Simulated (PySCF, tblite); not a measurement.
# C₆H₅ClF radical: geometry, infrared bands and EPR parameters

What infrared bands and EPR parameters should C₆H₅ClF radical (`C=C[C]=C(F)C(=C)Cl`) show?

Computed with tblite 0.8.0 and PySCF 2.14.0, with density-fitted response routines of our own, on a single molecule in the gas phase. Atoms are numbered from 0 throughout.

## Step 1: The starting structure

13 atoms, charge 0, multiplicity 2; geometry from: force field or distance geometry start.

Bonds of the start (Å): C0–C1 1.33, C1–C2 1.41, C2–C3 1.31, C3–F4 1.37, C3–C5 1.44, C5–C6 1.34, C5–Cl7 1.74, C0–H8 1.09, C0–H9 1.07, C1–H10 1.10, C6–H11 1.09, C6–H12 1.08.

## Step 2: Relaxing the molecule with GFN2-xTB

Job settings and geometry (Å):

```
{"job": {"kind": "relax", "xc": "GFN2-xTB", "basis": "xTB"}, "charge": 0, "multiplicity": 2}
C      2.493800    -0.105500    -1.270800
C      1.985200    -0.797400    -0.254000
C      0.684700    -0.584500     0.250600
C     -0.521900    -0.403900     0.720300
F     -0.899100    -1.189600     1.779600
C     -1.494500     0.546500     0.233100
C     -2.710700     0.681100     0.769100
Cl    -1.069000     1.581800    -1.096500
H      1.913300     0.662500    -1.774100
H      3.488000    -0.288900    -1.625000
H      2.591700    -1.565900     0.237500
H     -3.035700     0.061700     1.611100
H     -3.430100     1.402500     0.401500
```

Launch:

```console
> OMP_NUM_THREADS=1 python probes_run.py task.json out
```

This one command runs all jobs of the session in turn.

The log of the run:

```text
step      E/eV     max force
  0    -666.71600    1.276
  1    -666.76516    0.497
  2    -666.77814    0.356
  3    -666.78645    0.299
  4    -666.79613    0.203
  5    -666.79961    0.241
  6    -666.80182    0.145
  7    -666.80310    0.120
  8    -666.80438    0.108
  9    -666.80525    0.084
 10    -666.80591    0.064
 11    -666.80648    0.068
 12    -666.80708    0.072
 13    -666.80765    0.082
 14    -666.80810    0.061
 15    -666.80840    0.041
 16    -666.80863    0.039
 17    -666.80883    0.048
 18    -666.80906    0.052
 19    -666.80932    0.047
 20    -666.80963    0.048
 21    -666.80997    0.056
 22    -666.81036    0.061
 23    -666.81084    0.076
 24    -666.81149    0.082
 25    -666.81241    0.089
 26    -666.81357    0.123
 27    -666.81487    0.141
 28    -666.81624    0.119
 29    -666.81737    0.112
 30    -666.81860    0.102
 31    -666.82040    0.153
 32    -666.82279    0.180
 33    -666.82566    0.163
 34    -666.82903    0.174
 35    -666.83332    0.188
 36    -666.83177    0.617
 37    -666.84572    0.278
 38    -666.85316    0.187
 39    -666.86146    0.242
 40    -666.86592    0.213
 41    -666.86946    0.163
 42    -666.87864    0.211
 43    -666.88665    0.186
 44    -666.88801    0.232
 45    -666.89188    0.141
 46    -666.89284    0.103
 47    -666.89372    0.086
 48    -666.89442    0.073
 49    -666.89537    0.088
 50    -666.89651    0.091
 51    -666.89776    0.094
 52    -666.89877    0.088
 53    -666.89951    0.061
 54    -666.90011    0.062
 55    -666.90082    0.076
 56    -666.90194    0.095
 57    -666.90414    0.130
 58    -666.90936    0.206
 59    -666.91606    0.549
 60    -666.93038    0.390
 61    -666.98044    0.417
 62    -667.01069    0.815
 63    -667.04179    0.566
 64    -667.07363    0.528
 65    -667.12112    0.697
 66    -667.14810    0.676
 67    -667.18972    0.537
 68    -667.22806    0.508
 69    -667.25015    0.421
 70    -667.26747    0.329
 71    -667.27674    0.247
 72    -667.28509    0.297
 73    -667.29226    0.193
 74    -667.29909    0.168
 75    -667.30456    0.189
 76    -667.30814    0.195
 77    -667.31114    0.163
 78    -667.31420    0.126
 79    -667.31950    0.160
 80    -667.32564    0.236
 81    -667.33258    0.338
 82    -667.33707    0.276
 83    -667.34142    0.222
 84    -667.34438    0.202
 85    -667.34813    0.238
 86    -667.35095    0.102
 87    -667.35207    0.093
 88    -667.35271    0.088
 89    -667.35420    0.120
 90    -667.35598    0.146
 91    -667.35795    0.128
 92    -667.35940    0.111
 93    -667.36039    0.061
 94    -667.36095    0.057
 95    -667.36131    0.048
 96    -667.36153    0.050
 97    -667.36174    0.045
 98    -667.36199    0.054
 99    -667.36239    0.064
100    -667.36285    0.066
101    -667.36328    0.051
102    -667.36361    0.056
103    -667.36387    0.061
104    -667.36414    0.059
105    -667.36450    0.054
106    -667.36504    0.073
107    -667.36583    0.086
108    -667.36695    0.093
109    -667.36839    0.127
110    -667.36993    0.104
111    -667.37143    0.090
112    -667.37263    0.073
113    -667.37335    0.110
114    -667.37387    0.104
115    -667.37441    0.070
116    -667.37510    0.048
117    -667.37537    0.038
118    -667.37557    0.030
119    -667.37565    0.030
120    -667.37574    0.033
121    -667.37583    0.025
122    -667.37590    0.022
123    -667.37594    0.021
124    -667.37598    0.022
125    -667.37600    0.018
126    -667.37602    0.009
```

Wall time 0.83 s (1 thread of Arm Neoverse V1, shared host).

Step by step: (not every step is listed)

| step | energy from step 0 (eV) | largest force (eV/Å) |
| --- | --- | --- |
| 0 | 0.0000 | 1.2762 |
| 1 | -0.0492 | 0.4966 |
| 2 | -0.0621 | 0.3556 |
| 3 | -0.0704 | 0.2985 |
| 4 | -0.0801 | 0.2031 |
| 5 | -0.0836 | 0.2410 |
| 6 | -0.0858 | 0.1447 |
| 7 | -0.0871 | 0.1202 |
| 8 | -0.0884 | 0.1078 |
| 19 | -0.0933 | 0.0467 |
| 30 | -0.1026 | 0.1017 |
| 41 | -0.1535 | 0.1634 |
| 52 | -0.1828 | 0.0879 |
| 63 | -0.3258 | 0.5665 |
| 74 | -0.5831 | 0.1677 |
| 85 | -0.6321 | 0.2377 |
| 96 | -0.6455 | 0.0505 |
| 107 | -0.6498 | 0.0856 |
| 118 | -0.6596 | 0.0303 |
| 121 | -0.6598 | 0.0254 |
| 122 | -0.6599 | 0.0222 |
| 123 | -0.6599 | 0.0207 |
| 124 | -0.6600 | 0.0222 |
| 125 | -0.6600 | 0.0181 |
| 126 | -0.6600 | 0.0087 |

Close pairs (by a distance rule), those that changed most:

```
  bond  before (Å)  after (Å)  change (Å)
 C1–C2       1.411      1.346      -0.065
 C0–C1       1.331      1.373      +0.042
C6–H11       1.095      1.076      -0.019
 C3–C5       1.444      1.463      +0.018
 C0–H8       1.086      1.075      -0.011
C1–H10       1.095      1.086      -0.010
 C5–C6       1.336      1.326      -0.010
C6–H12       1.083      1.074      -0.009
```

The next job starts from the end point, and lists it.

## Step 3: Infrared spectrum with GFN2-xTB

Job settings and geometry (Å):

```
{"job": {"kind": "ir", "xc": "GFN2-xTB", "basis": "xTB"}, "charge": 0, "multiplicity": 2}
C      2.758294    -0.049547    -0.961491
C      1.706010    -0.885429    -0.681730
C      0.628576    -0.543287     0.048445
C     -0.428479    -0.207441     0.726631
F     -0.475276    -0.393851     2.084136
C     -1.653831     0.379024     0.184657
C     -2.715641     0.712535     0.906069
Cl    -1.603025     0.614675    -1.530041
H      2.775822     0.961732    -0.597237
H      3.589402    -0.387518    -1.551748
H      1.726017    -1.898072    -1.072247
H     -2.720622     0.555262     1.970265
H     -3.591636     1.142404     0.456563
```

The log of the run:

```text
mode    cm-1     km/mol
  1      47.4      2.44
  2      55.5      1.36
  3     128.1      0.23
  4     163.3      0.98
  5     202.6      1.47
  6     315.1      1.46
  7     318.1      0.96
  8     370.3      6.45
  9     462.9      4.21
 10     494.0      2.19
 11     541.4      2.36
 12     554.9      2.70
 13     621.8      1.76
 14     681.7      0.10
 15     770.9     22.65
 16     778.7     19.66
 17     868.6     34.58
 18     905.5     11.91
 19     982.5      4.84
 20    1002.3    132.99
 21    1129.1     49.46
 22    1180.9      4.79
 23    1245.6      0.95
 24    1359.5      5.48
 25    1372.7      4.29
 26    1455.4      1.98
 27    1646.9     36.85
 28    1898.0     19.39
 29    3009.0     12.69
 30    3119.9      3.48
 31    3124.2      4.35
 32    3159.0      5.63
 33    3164.3     19.11
```

Run time: 0.4 s. Hardware: 1 thread of Arm Neoverse V1, shared host.

Which atoms move in the most intense modes:

```
cm⁻¹  km/mol                                 atoms
 771    22.6             H9 38 %, H8 31 %, C0 25 %
 779    19.7  C5 33 %, F4 16 %, H11 14 %, H12 12 %
 869    34.6           H12 41 %, H11 36 %, C6 22 %
1002   133.0            C3 38 %, H12 17 %, F4 16 %
1129    49.5            C3 32 %, C5 20 %, H10 12 %
1647    36.9                      C5 52 %, C6 42 %
1898    19.4                      C2 66 %, C3 27 %
3164    19.1             H9 55 %, H8 35 %, C0 10 %
```

## Step 4: EPR parameters: B3LYP/pcH-1

The job, as its differences from that of step 3:

```diff
@@ -1,2 +1,2 @@
-{"job": {"kind": "ir", "xc": "GFN2-xTB", "basis": "xTB"}, "charge": 0, "multiplicity": 2}
+{"job": {"kind": "epr", "basis": "pcH-1"}, "charge": 0, "multiplicity": 2}
 C      2.758294    -0.049547    -0.961491
```

With the program's defaults for keys left out, this is: UKS B3LYP, pcH-1 on C Cl F H, non-relativistic, mean-field spin-orbit, GIAO.

The log of the run:

```text
UKS, coarse grid
  cycle   1  E = -791.51409369  |g| = 4.24e-01
  cycle   2  E = -791.41688587  |g| = 6.64e-01
  cycle   3  E = -791.57667504  |g| = 1.01e-01
  cycle   4  E = -791.58102062  |g| = 5.07e-02
  cycle   5  E = -791.58230536  |g| = 2.01e-02
  cycle   6  E = -791.58252375  |g| = 6.81e-03
  cycle   7  E = -791.58256836  |g| = 4.90e-03
  cycle   8  E = -791.58258861  |g| = 1.69e-03
  cycle   9  E = -791.58259305  |g| = 9.27e-04
UKS, final grid
  cycle   1  E = -791.58261256  |g| = 1.21e-03
  cycle   2  E = -791.58261206  |g| = 1.85e-03
  cycle   3  E = -791.58261368  |g| = 2.93e-04
  cycle   4  E = -791.58261380  |g| = 2.01e-04
  cycle   5  E = -791.58261399  |g| = 1.26e-04
  cycle   6  E = -791.58261401  |g| = 2.87e-05
  cycle   7  E = -791.58261401  |g| = 1.35e-05
E = -791.58261401 Eh   <S^2> = 0.7795 (exact 0.7500)
g shifts (ppm)      1          2          3
  rmc          -159       -159       -159
  gc             37         58         20
  oz_so        -457        -88        271
  total        -579       -190        131
hyperfine (MHz)  atom isotope    a_iso     a_fc   dipolar eigenvalues
    0   13C      60.40      60.46    -52.81    -51.17    103.98
    1   13C     -51.93     -51.96    -29.70     11.76     17.94
    2   13C      56.52      56.64    -57.34    -41.81     99.14
    3   13C     -31.07     -31.07    -12.28      3.86      8.42
    4   19F     204.06     203.36    -94.14    -67.50    161.63
    5   13C      28.81      28.83     -3.08      0.24      2.84
    6   13C       1.78       1.77     -5.16      1.66      3.50
    7  35Cl       4.13       4.14     -2.39     -1.18      3.56
    8    1H     -41.61     -41.62    -22.04     -2.15     24.19
    9    1H     -42.68     -42.69    -25.67     -0.76     26.43
   10    1H      18.04      18.04     -5.31     -1.42      6.73
   11    1H       3.12       3.12     -1.38     -1.11      2.49
   12    1H       7.34       7.34     -0.83     -0.58      1.41
```

It took 72 s on 1 thread of Arm Neoverse V1, shared host; peak memory 0.97 GiB.

Principal g values 2.00174, 2.00213, 2.00245; g(iso) = 2.00211, against 2.00232 for a free electron.

Hyperfine couplings, nucleus by nucleus at this fixed geometry (no averaging over rotations):

| nuclei | isotope | a(iso) (MHz) | a(iso) (G, at g = 2.0023) | largest dipolar term (MHz) |
| --- | --- | --- | --- | --- |
| F4 | 19F | 204.1 | 72.8 | 161.6 |
| C0 | 13C | 60.4 | 21.6 | 104.0 |
| C2 | 13C | 56.5 | 20.2 | 99.1 |
| C1 | 13C | -51.9 | -18.5 | -29.7 |
| H9 | 1H | -42.7 | -15.2 | 26.4 |
| H8 | 1H | -41.6 | -14.8 | 24.2 |
| C3 | 13C | -31.1 | -11.1 | -12.3 |
| C5 | 13C | 28.8 | 10.3 | -3.1 |
| H10 | 1H | 18.0 | 6.4 | 6.7 |
| H12 | 1H | 7.3 | 2.6 | 1.4 |
| Cl7 | 35Cl | 4.1 | 1.5 | 3.6 |
| H11 | 1H | 3.1 | 1.1 | 2.5 |
| C6 | 13C | 1.8 | 0.6 | -5.2 |

Mulliken spin populations:

C0 0.69; C1 -0.26; C2 0.64; C3 -0.06; F4 0.03; C5 0.04; C6 -0.03; Cl7 0.00; H8 -0.03; H9 -0.03; H10 0.01; H11 0.00; H12 0.00

In first order the couplings over 0.8 MHz of 19F, 1H, 35Cl give 256 distinct lines over 117.5 G.

Orbitals, density, ELF and potential are computed afterwards from the orbital file.

ELF in a plane through or near 7 of the atoms.

Ten even steps from '0' (0.00) to '9' (0.99):
```
0000000000000000000000000000
0000000000000000000000000000
0000000000000012332100000000
0000000000000145776300000000
0000000000001577798500000000
0000000111001792588301300000
0000022243100583174029960000
0001686455310167872189992000
0007999678565202527689971000
0007999688586636747517620000
0004998595471553946556300000
0000354587681725521699700000
0000012455576437720399910000
0000001222352047582089700000
0000000000120078684013100000
0000000000000057641000000000
0000000000000012100000000000
0000000000000000000000000000
0000000000000000000000000000
0000000000000000000000000000
```
The map spans 13.0 Å across and 9.2 Å up, centred on the molecule. Atoms in the plane (x, y in Å): C2 (-0.7, -0.4), C3 (0.6, -0.6), F4 (1.1, -1.9), C5 (1.7, 0.4), C6 (2.9, 0.1), Cl7 (1.1, 2.0), H12 (3.7, 0.9).

On the surface of density 0.002 e/bohr³ the electrostatic potential runs, from the 1st to the 99th percentile, from -0.82 V near F4 to 1.10 V near H10.

The spin density lies nearest to C0, C2 about 34 % each; C1 9 % (beta excess).

## Step 5: Results

```
                                 quantity                  value
strongest single infrared mode (GFN2-xTB)  1002 cm⁻¹, 133 km/mol
             zero-point energy (GFN2-xTB)          53.1 kcal/mol
                           g(iso) (B3LYP)                2.00211
                                     ⟨S²⟩     0.780 (exact 0.75)
                           largest a(iso)   19F on F4, 204.1 MHz
    surface potential, 1st and 99th percentile     -0.82 V and 1.10 V
```

**Reading.** Over 126 steps the energy fell by 0.660 eV; of the close pairs, C1–C2 changed most, 1.411 to 1.346 Å. All 33 modes are real, so the xTB geometry is a minimum. The strongest single mode, at 1002 cm⁻¹, has its largest shares on C3, H12 and F4 (the list is cut at 3 atoms). GFN2-xTB is a fitted tight-binding method: band positions and strengths are rough. Its intensities can rank the bands wrongly. The largest spin populations lie on C0 (0.69 e), C2 (0.64 e). The isotropic g lies 0.2 ppt below the free-electron value.
